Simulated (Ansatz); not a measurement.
# C4H7Br: the cost of one run

Method: the settings change from run to run; program: Ansatz 0.2.0, Gaussian basis.

### 1 The molecule

The structure was relaxed beforehand with PBE0-D4 in a triple-zeta def2 set.

SMILES `C=C(C)CBr`, 12 atoms, charge 0, spin multiplicity 1.

Atoms are counted from 1 here; the program's logs count them from 0.

Bond lengths: C1–C2 1.330 Å, C1–H6 1.084 Å, C1–H7 1.084 Å, C2–C3 1.493 Å, C2–C4 1.487 Å, C3–H8 1.095 Å, C3–H9 1.090 Å, C3–H10 1.093 Å, C4–Br5 1.965 Å, C4–H11 1.089 Å, C4–H12 1.087 Å. Angles: C2–C1–H6 121.3°, C2–C1–H7 121.5°, H6–C1–H7 117.2°, C1–C2–C3 123.2°, C1–C2–C4 119.8°, C3–C2–C4 117.0°, C2–C3–H8 110.8°, C2–C3–H9 111.3°, C2–C3–H10 110.6°, H8–C3–H9 108.5°, H8–C3–H10 106.8°, H9–C3–H10 108.6°, C2–C4–Br5 111.9°, C2–C4–H11 112.3°, C2–C4–H12 112.4°, Br5–C4–H11 104.2°, Br5–C4–H12 105.5°, H11–C4–H12 110.1°.

### 2 CAM-B3LYP/cc-pVTZ

Set apart from the defaults: charge -1, multiplicity 2, coordinates scaled by 1.12, D3(BJ) dispersion.

Contents of in.yaml:

```yaml
crystal:
  periodic: [false, false, false]
  atoms:
    - {symbol: C, position_ang: [0.406201, 0.767569, 1.532552]}
    - {symbol: C, position_ang: [0.045828, 0.165200, 0.218862]}
    - {symbol: C, position_ang: [-1.521035, 0.109503, -0.363680]}
    - {symbol: C, position_ang: [1.238454, -0.462086, -0.759250]}
    - {symbol: Br, position_ang: [1.051361, -2.643384, -0.984602]}
    - {symbol: H, position_ang: [-0.436796, 1.262424, 2.252785]}
    - {symbol: H, position_ang: [1.553769, 0.784735, 1.929531]}
    - {symbol: H, position_ang: [-1.607458, 0.698098, -1.435991]}
    - {symbol: H, position_ang: [-2.305288, 0.617960, 0.421467]}
    - {symbol: H, position_ang: [-1.865024, -1.048327, -0.565565]}
    - {symbol: H, position_ang: [1.173170, -0.036118, -1.900801]}
    - {symbol: H, position_ang: [2.353058, -0.277286, -0.307117]}
basis:
  gaussian: {orbitals: cc-pVTZ}
total_charge: -1
magnetization: {spin_polarized: true, initial_magnetization: 1}
hamiltonian: {xc: {name: CAM-B3LYP}, dispersion: d3bj}
```

Run with:

```
$ ansatz run in.yaml --threads 4 --pin off --events-out ev --progress --plain --max-ram 10444MiB
```

Q: Estimate wall time and peak memory on 4 threads of Arm Neoverse V2, shared host.

About 11 s, with a peak of 1.2 GiB.
